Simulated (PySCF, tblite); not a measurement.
# C8H11FSi: geometry, infrared bands and NMR shifts

Aim: predict the infrared bands and NMR shifts of C8H11FSi (`CC#C[C@@H](C)[Si@H](F)C#CC`).

The runs use tblite 0.8.0 and PySCF 2.14.0, with density-fitted response routines of our own; the level of theory stands in each step. All values are computed, except where a source is named. Atoms are numbered from 0 throughout.

## 1. The molecule as given

21 atoms, charge 0, multiplicity 1; geometry from: force field or distance geometry start.

Bonds of the start (Å): C0–C1 1.46, C1–C2 1.20, C2–C3 1.48, C3–C4 1.52, C3–Si5 1.90, Si5–F6 1.61, Si5–C7 1.89, C7–C8 1.20, C8–C9 1.46, C0–H10 1.09, C0–H11 1.10, C0–H12 1.10, C3–H13 1.11, C4–H14 1.11, C4–H15 1.09, C4–H16 1.09, Si5–H17 1.48, C9–H18 1.09, C9–H19 1.10, C9–H20 1.09.

## 2. Optimising the geometry with GFN2-xTB

What the job is given:

```
{"job": {"kind": "relax", "xc": "GFN2-xTB", "basis": "xTB"}, "charge": 0, "multiplicity": 1}
C     -2.668200     0.695400     2.311400
C     -2.024200     0.322600     1.051600
C     -1.469400     0.000500     0.038600
C     -0.820300    -0.388600    -1.237800
C     -1.833000    -0.327900    -2.371800
Si     0.760100     0.607200    -1.564600
F      1.362400     0.107800    -2.972200
C      2.085000     0.337800    -0.244900
C      2.924200     0.152600     0.592400
C      3.939900    -0.061800     1.617300
H     -1.948800     1.061200     3.038500
H     -3.414000     1.488600     2.142100
H     -3.203100    -0.155300     2.763200
H     -0.498600    -1.443100    -1.133900
H     -2.200100     0.704700    -2.535600
H     -1.393300    -0.672000    -3.308300
H     -2.703000    -0.953500    -2.166500
H      0.445100     2.050000    -1.690000
H      3.486000    -0.283900     2.586700
H      4.573600     0.831500     1.738400
H      4.590900    -0.891000     1.344800
```

Started as:

```sh
$ OMP_NUM_THREADS=1 python probes_run.py task.json out
```

This one command runs all jobs of the session in turn.

**Question.** This job is followed by: GFN2-xTB harmonic vibrations, gas phase; GIAO PBE0/pcSseg-1 NMR shielding, non-relativistic, gas phase. What will the session give for the following? strongest single infrared mode (GFN2-xTB); zero-point energy (GFN2-xTB); 13C shifts against TMS (PBE0/pcSseg-1); 1H shifts against TMS (PBE0/pcSseg-1, means over atoms taken as alike); 29Si shifts against TMS (PBE0/pcSseg-1); 19F shifts against CFCl3 (PBE0/pcSseg-1).

The runs gave:

| quantity | value |
| --- | --- |
| strongest single infrared mode (GFN2-xTB) | 2307 cm⁻¹, 309 km/mol |
| zero-point energy (GFN2-xTB) | 99.6 kcal/mol |
| 13C shifts against TMS (PBE0/pcSseg-1) | 113.0, 84.6, 84.2, 83.6, 18.0, 17.7, 5.7, 4.9 ppm |
| 1H shifts against TMS (PBE0/pcSseg-1, means over atoms taken as alike) | 4.79, 2.24, 2.11, 1.97, 1.36 ppm |
| 29Si shifts against TMS (PBE0/pcSseg-1) | -19.6 ppm |
| 19F shifts against CFCl3 (PBE0/pcSseg-1) | -193.4 ppm |

Over 48 steps the energy fell by 0.120 eV; of the close pairs, Si5–C7 changed most, 1.889 to 1.839 Å. The lowest mode is imaginary (43i cm⁻¹), so the xTB geometry is not a minimum. The strongest single mode, at 2307 cm⁻¹, moves mainly H17. GFN2-xTB is a fitted tight-binding method: band positions and strengths are rough. Its intensities can rank the bands wrongly. At PBE0/pcSseg-1: The largest span, 286 ppm, is at C8, where the paramagnetic term is -202 ppm.
